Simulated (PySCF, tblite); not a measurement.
# C4H13BFN: geometry, infrared bands and NMR shifts

Aim: predict the infrared bands and NMR shifts of C4H13BFN (`CCCC[B@H-]([NH3+])F`).

Programs: tblite 0.8.0 and PySCF 2.14.0, with density-fitted response routines of our own. Each step states its level of theory. These are calculated values for one molecule in the gas phase, unless marked as measured. Atoms count from 0, in the outputs and in this text.

### 1 The starting structure

20 atoms, charge 0, multiplicity 1; geometry from: force field or distance geometry start.

Bonds of the start (Å): C0–C1 1.50, C1–C2 1.52, C2–C3 1.50, C3–B4 1.58, B4–N5 1.52, B4–F6 1.45, C0–H7 1.13, C0–H8 1.11, C0–H9 1.10, C1–H10 1.12, C1–H11 1.10, C2–H12 1.12, C2–H13 1.09, C3–H14 1.10, C3–H15 1.14, B4–H16 1.19, N5–H17 1.06, N5–H18 1.06, N5–H19 1.03.

### 2 Optimising the geometry with GFN2-xTB

Job settings and geometry (Å):

```
{"job": {"kind": "relax", "xc": "GFN2-xTB", "basis": "xTB"}, "charge": 0, "multiplicity": 1}
C     -3.092700     0.250400    -0.295100
C     -1.780900    -0.449800    -0.459000
C     -0.602700     0.263100     0.173900
C      0.614500    -0.579800    -0.093500
B      1.935700     0.027200     0.512400
N      2.956800     0.453800    -0.525200
F      2.573300    -1.007000     1.309500
H     -3.685500    -0.307000     0.490800
H     -3.725800     0.211300    -1.208700
H     -2.973500     1.283700     0.075300
H     -1.863700    -1.453500     0.034900
H     -1.555100    -0.589400    -1.528800
H     -0.474600     1.293000    -0.242100
H     -0.719300     0.352500     1.252100
H      0.654900    -0.758500    -1.177300
H      0.404400    -1.574400     0.423500
H      1.736000     0.963300     1.211800
H      3.289700    -0.388700    -1.072500
H      3.789600     0.857100    -0.002100
H      2.513700     1.163400    -1.128900
```

Launch:

```console
$ OMP_NUM_THREADS=1 python probes_run.py task.json out
```

The driver reads the jobs from task.json and runs them one after another.

**Question.** This job is followed by: GFN2-xTB harmonic vibrations, gas phase; GIAO PBE0/pcSseg-1 NMR shielding, non-relativistic, gas phase. Predict these results of the whole session: strongest single infrared mode (GFN2-xTB); zero-point energy (GFN2-xTB); 13C shifts against TMS (PBE0/pcSseg-1); 1H shifts against TMS (PBE0/pcSseg-1, means over atoms taken as alike); 11B shifts against BF3·OEt2 (PBE0/pcSseg-1); 15N shifts against NH3 (PBE0/pcSseg-1); 19F shifts against CFCl3 (PBE0/pcSseg-1); surface potential, 1st and 99th percentile.

The runs gave:

| quantity | value |
| --- | --- |
| strongest single infrared mode (GFN2-xTB) | 1193 cm⁻¹, 245 km/mol |
| zero-point energy (GFN2-xTB) | 109.5 kcal/mol |
| 13C shifts against TMS (PBE0/pcSseg-1) | 35.2, 32.9, 28.2, 17.9 ppm |
| 1H shifts against TMS (PBE0/pcSseg-1, means over atoms taken as alike) | 3.47, 2.72, 1.43, 1.36, 1.31, 1.01, 0.85, 0.29, -0.05 ppm |
| 11B shifts against BF3·OEt2 (PBE0/pcSseg-1) | 1.5 ppm |
| 15N shifts against NH3 (PBE0/pcSseg-1) | 57.1 ppm |
| 19F shifts against CFCl3 (PBE0/pcSseg-1) | -204.5 ppm |
| surface potential, 1st and 99th percentile | -1.87 V and 2.50 V |

**Reading.** Over 143 steps the energy fell by 0.756 eV; of the close pairs, B4–N5 changed most, 1.517 to 1.681 Å. All 54 modes are real, so the xTB geometry is a minimum. The strongest single mode, at 1193 cm⁻¹, moves mainly H17, H18 and H19. Unscaled tight-binding wavenumbers are off by several per cent, some by more. Its intensities can rank the bands wrongly. At PBE0/pcSseg-1: The largest span, 130 ppm, is at F6, where the paramagnetic term is -88 ppm.
